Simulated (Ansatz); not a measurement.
Ba2Tl5V3O12:

```xyz
22
Lattice="6.4901 -6.6769 0.0000 6.4901 6.6769 0.0000 -2.0096 0.0000 5.7376" Properties=species:S:1:pos:R:3 pbc="T T T"
Ba    6.4901    0.2782    0.0000
Ba    6.4901   -3.9079    0.0000
V     9.8864    1.9304    1.4766
V     1.0842    1.9304    4.2610
V     5.4853   -0.9938    2.8688
Tl    7.5111    2.3899    3.6563
Tl    3.4595    2.3899    2.0813
Tl    5.4853    6.4755    2.8688
Tl    2.3924   -1.2210    1.2561
Tl    8.5782   -1.2210    4.4815
O     0.8441    1.7317    2.5403
O     6.4531    0.0639    3.8847
O     7.0059   -3.2392    4.8560
O     8.1842    1.8299    1.1816
O     6.5345   -1.8120    1.7991
O     0.1384    0.7388    5.0836
O     4.4361   -1.8120    3.9385
O    10.8322    0.7388    0.6540
O     3.9648   -3.2392    0.8816
O     2.7865    1.8299    4.5560
O    10.1265    1.7317    3.1973
O     4.5175    0.0639    1.8529
```

The cell was built by a generator and needn't be a form met in nature.

```yaml
Program: Ansatz 0.2.0
Task: relaxation of cell and atoms
Functional: revPBE
Potentials_or_basis: Ansatz PAW
Cutoff: "420 eV (not typed: the program's choice for these potentials)"
k_mesh: 2 × 2 × 4
Occupations: fermi-dirac, width 0.05 eV
Spin: collinear spin, ferromagnetic start
Starting_moments: "[0.0, 0.0, 2.0, 2.0, 2.0, 0.0, 0.0, 0.0, 0.0, 0.0, 0.0, 0.0, 0.0, 0.0, 0.0, 0.0, 0.0, 0.0, 0.0, 0.0, 0.0, 0.0] μB"
```

At the start: volume 22.60 Å³/atom.

Task: How do energy, volume and symmetry change on relaxing?

Result: It ends after 22 steps and the volume is 24.56 Å³/atom (+8.6 %); space group C2 (No. 5, to 0.05 Å); moment 0.00 μB per cell.

The path:
```tsv
step	energy change (eV)	largest force (eV/Å)	volume (Å³)
1	0.0000	0.1388	497.26
2	-0.0641	0.0884	520.04
3	-0.0638	0.0521	523.99
4	-0.0630	0.0800	524.90
5	-0.0629	0.0316	526.03
6	-0.0630	0.0425	526.12
7	-0.0635	0.0264	526.02
8	-0.0635	0.0043	526.11
9	-0.1303	0.0054	526.11
10	-0.1256	0.0512	532.69
11	-0.1219	0.0264	535.77
12	-0.1219	0.0234	535.85
13	-0.1220	0.0310	536.07
14	-0.1210	0.0187	536.70
15	-0.1213	0.0178	536.63
16	-0.1211	0.0066	536.76
17	-0.1423	0.0069	536.76
18	-0.1381	0.0211	539.79
19	-0.1385	0.0168	539.77
20	-0.1383	0.0179	539.92
21	-0.1378	0.0089	540.23
22	-0.1445	0.0091	540.23
```

Final structure:
```cif
data_structure
_symmetry_space_group_name_H-M 'P 1'
_symmetry_Int_Tables_number 1
_cell_length_a 9.6538
_cell_length_b 9.6538
_cell_length_c 6.1459
_cell_angle_alpha 102.720
_cell_angle_beta 102.720
_cell_angle_gamma 94.422
_cell_volume 540.23
loop_
_atom_site_label
_atom_site_type_symbol
_atom_site_fract_x
_atom_site_fract_y
_atom_site_fract_z
_atom_site_occupancy
Ba1 Ba 0.48134 0.51866 0.00000 1
Ba2 Ba 0.78545 0.21455 0.00000 1
V1 V 0.65205 0.94741 0.24728 1
V2 V 0.05259 0.34795 0.75272 1
V3 V 0.57603 0.42397 0.50000 1
Tl1 Tl 0.51082 0.84427 0.63193 1
Tl2 Tl 0.15573 0.48918 0.36807 1
Tl3 Tl 0.99895 0.00105 0.50000 1
Tl4 Tl 0.32162 0.12436 0.21724 1
Tl5 Tl 0.87564 0.67838 0.78276 1
O1 O 0.99954 0.27408 0.45483 1
O2 O 0.60325 0.59934 0.67579 1
O3 O 0.92156 0.43459 0.85822 1
O4 O 0.53118 0.79343 0.19415 1
O5 O 0.68560 0.41610 0.31403 1
O6 O 0.07623 0.21006 0.88879 1
O7 O 0.58390 0.31440 0.68597 1
O8 O 0.78994 0.92377 0.11121 1
O9 O 0.56541 0.07844 0.14178 1
O10 O 0.20657 0.46882 0.80585 1
O11 O 0.72592 0.00046 0.54517 1
O12 O 0.40066 0.39675 0.32421 1
```

Caveat: the plane-wave basis is chosen anew once the cell has moved, so the energies of steps on either side of that aren't comparable; the PAW data sets come from PBE, with cores solved anew for the run's functional, which leaves a small shift of forces and pressure; the starting moments weren't kept.
